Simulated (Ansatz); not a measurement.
# NiHPt: the cost of one run

Computed with Ansatz 0.2.0 (DFT r2SCAN, scalar-relativistic, plane waves, PAW, unless a step's input says otherwise).

6 further runs of the same task are left out: 6 set aside as unsound or not needed.

**1. The starting structure**

It takes space group P4/mmm (No. 123, tetragonal). The conventional cell has a = 2.707 Å, b = 2.707 Å, c = 3.580 Å, α = 90.00°, β = 90.00°, γ = 90.00°. Around Ni (site symmetry 4/mmm) lie 8 Pt at 2.62 Å and 4 Ni at 2.71 Å. Pt (site symmetry 4/mmm) has 8 Ni at 2.62 Å and 4 Pt at 2.71 Å as nearest neighbours.

Structure file:

```cif
data_structure
_symmetry_space_group_name_H-M 'P 1'
_symmetry_Int_Tables_number 1
_cell_length_a 2.7068
_cell_length_b 2.7068
_cell_length_c 3.5805
_cell_angle_alpha 90.000
_cell_angle_beta 90.000
_cell_angle_gamma 90.000
_cell_volume 26.23
loop_
_atom_site_label
_atom_site_type_symbol
_atom_site_fract_x
_atom_site_fract_y
_atom_site_fract_z
_atom_site_occupancy
Ni1 Ni 0.50000 0.50000 0.50000 1
Pt1 Pt 0.00000 0.00000 0.00000 1
```

It goes back to an entry of the Materials Project, which need not be the stable form.

This cell was relaxed beforehand with the same method: volume 13.12 Å³/atom, gap on the mesh none (metal), site moments up to 1.0 μB.

Reference energy of this cell: -18382.3420 eV (2 atoms, 14×14×10 mesh, zero smearing).

**2. Next: 1 H put on empty site 1 in one host cell**

The empty site lies 1.79 Å from the nearest host atom; the cell of 1 host cell is widened for the start only if the site is tight.

The cell holds 1 Ni, 1 Pt, 1 H: a = 2.707 Å, b = 2.707 Å, c = 3.580 Å, α = 90.00°, β = 90.00°, γ = 90.00°.

**3. Quick check of gap, pressure and forces**

input.yaml

```yaml
crystal:
  lattice:
    - [2.7068433801, 0.0, 0.0]
    - [0.0, 2.7068433801, 0.0]
    - [0.0, 0.0, 3.5804882874]
  atoms:
    - { symbol: Ni, position: [0.5, 0.5, 0.5], spin: 1.07 }
    - { symbol: Pt, position: [0.0, 1.0, 0.0], spin: 0.43 }
    - { symbol: H, position: [0.5, 0.5, 0.0] }
basis:
  ecutwfc: 500
kpoints:
  mp_grid: { grid: [6, 6, 6] }
hamiltonian:
  xc: r2scan
scf:
  occupations: { method: gaussian, width: 0.1 }
  lower_state_search: "off"
output:
  forces: true
  stress: true
  eigenvalues: true
  populations: true
magnetization:
  spin_polarized: true
```

Command:

```
$ ansatz run input.yaml --threads 2 --pin off --max-ram 5120MiB --backend cpu --events-out ev --progress --plain --runs-dir out
```

**Question.** How long does this run take on 2 threads of Arm Neoverse V2, shared host, and how much memory does it need?

About 6.6 s, with a peak of 0.38 GiB.
